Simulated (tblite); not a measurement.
# C2H8GeNO2: the cost of one run

Programs: tblite 0.8.0 and PySCF 2.14.0, with density-fitted response routines of our own. Each step states its level of theory. These are calculated values for one molecule in the gas phase, unless marked as measured. Atoms count from 0, in the outputs and in this text.

### 1 The molecule as given

14 atoms, charge 0, multiplicity 2; geometry from: force field or distance geometry start.

Bonds of the start (Å): C0–O1 1.37, O1–C2 1.39, C2–O3 1.37, O3–Ge4 1.77, Ge4–N5 1.84, C0–H6 1.11, C0–H7 1.13, C0–H8 1.10, C2–H9 1.12, C2–H10 1.11, Ge4–H11 1.55, Ge4–H12 1.55, N5–H13 1.07.

### 2 Relaxing the molecule with GFN2-xTB

The job: settings as JSON, then the geometry in Å.

```
{"job": {"kind": "relax", "xc": "GFN2-xTB", "basis": "xTB"}, "charge": 0, "multiplicity": 2}
C     -2.518800     0.388300    -0.250000
O     -1.559000     0.514400    -1.215000
C     -0.252300     0.614000    -0.759400
O      0.175300    -0.456900    -0.020700
Ge     1.832600    -0.368100     0.584300
N      2.451500     1.345800     0.873200
H     -2.387900    -0.512100     0.391100
H     -3.474500     0.172300    -0.804000
H     -2.750500     1.298500     0.331600
H     -0.072700     1.585900    -0.232300
H      0.385300     0.651500    -1.667000
H      1.889000    -1.101800     1.951400
H      2.790100    -1.159600    -0.338000
H      3.491300     1.307500     1.132600
```

Started as:

```bash
$ OMP_NUM_THREADS=1 python probes_run.py task.json out
```

One launch serves the whole session: the jobs run in the order shown.

Q: Estimate the wall time of this first job on 1 thread of Arm Neoverse V1, shared host.

About 1 s.
